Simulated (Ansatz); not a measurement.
# CHBrI₂: up Jacob's ladder to CCSD(T)

An exercise on one series of results from a longer session: the logs are not shown, and one member is left open.

Program: Ansatz 0.2.0, Gaussian basis. Level of theory: functionals in def2-TZVPP, the program's frozen cores in correlated methods. These are calculated values, not measurements.

Levels to be run: LDA (SPW92), PBE-D4, revPBE-D4, BLYP-D4, r2SCAN-D4, B97M-V, PBE0-D4, B3LYP-D4, r2SCANh-D4, r2SCAN0-D4, HSE06-D4, BHLYP-D4, CAM-B3LYP-D4, LC-ωPBE, ωB97X-V, ωB97M-V, B2PLYP, PBE-QIDH; CCSD(T)/def2-SVP; CCSD(T)/def2-TZVPP; MP2/def2-QZVPP; extrapolation to the limit; RPA on PBE.

### Structure used throughout

An earlier PBE0-D4 in a triple-zeta def2 set relaxation fixed the geometry. I takes the def2 core potential; no spin-orbit term is included.

SMILES `BrC(I)I`, 5 atoms, charge 0, spin multiplicity 1.

Atoms are counted from 1 here; the program's logs count them from 0.

Bond lengths: Br1–C2 1.921 Å, C2–I3 2.131 Å, C2–I4 2.131 Å, C2–H5 1.083 Å. Angles: Br1–C2–I3 112.2°, Br1–C2–I4 112.2°, Br1–C2–H5 106.9°, I3–C2–I4 112.6°, I3–C2–H5 106.2°, I4–C2–H5 106.2°.

Set-up of the first run:

in.yaml reads:

```yaml
crystal:
  periodic: [false, false, false]
  atoms:
    - {symbol: Br, position_ang: [-0.698539, 0.366433, 1.742729]}
    - {symbol: C, position_ang: [0.065799, 0.111723, -0.001229]}
    - {symbol: I, position_ang: [1.494292, -1.468850, -0.031903]}
    - {symbol: I, position_ang: [-1.423171, -0.099111, -1.510622]}
    - {symbol: H, position_ang: [0.611619, 1.016204, -0.240275]}
basis:
  gaussian: {orbitals: def2-TZVPP}
hamiltonian: {xc: lda}
output: {orbitals: {seedname: orbitals}}
```

Among the steps run: LDA; PBE-D4 (GGA); revPBE-D4 (GGA); BLYP-D4 (GGA); r2SCAN-D4 (meta-GGA); B97M-V (meta-GGA); PBE0-D4 (hybrid); B3LYP-D4 (hybrid); r2SCANh-D4 (hybrid); r2SCAN0-D4 (hybrid); HSE06-D4 (hybrid); BHLYP-D4 (hybrid); CAM-B3LYP-D4 (range-separated); LC-ωPBE-D4 (range-separated; the results give it without D4); ωB97X-V (range-separated); ωB97M-V (range-separated); B2PLYP (double hybrid); PBE-QIDH (double hybrid).

One of the session's tables, all rows but one given; the rest of the session is left out.

It belongs to the step «Orbital energies across the functionals». 

```
  functional  HOMO (eV)  LUMO (eV)  gap (eV)
 LDA (SPW92)      -6.44      -3.50      2.94
      PBE-D4      -6.27      -3.31      2.96
   revPBE-D4      -6.22      -3.23      2.98
     BLYP-D4      -6.09      -3.19      2.90
   r2SCAN-D4      -6.57      -3.27      3.30
      B97M-V      -6.58      -3.14      3.44
     PBE0-D4      -7.41      -2.48      4.93
    B3LYP-D4      -7.16      -2.69      4.47
  r2SCANh-D4      -6.99      -2.95      4.03
  r2SCAN0-D4      -7.61      -2.48      5.13
    HSE06-D4      -7.03      -2.87      4.16
    BHLYP-D4          ?          ?         ?
CAM-B3LYP-D4      -8.65      -1.39      7.26
     LC-ωPBE     -10.00      -0.21      9.79
     ωB97X-V      -9.66      -0.37      9.28
     ωB97M-V      -9.52      -0.49      9.04
```

Estimate the missing values for BHLYP-D4.

Worked estimate for «HOMO (eV)». Against the share of exact exchange, BLYP-D4 (0, -6.09), B3LYP-D4 (0.2, -7.16) give a slope of -5.35 per unit share; at 0.5 the line stands at -8.76.

The run gave: HOMO (eV): -8.38; LUMO (eV): -1.55; gap (eV): 6.83. In «HOMO (eV)» the line misses by -0.38.
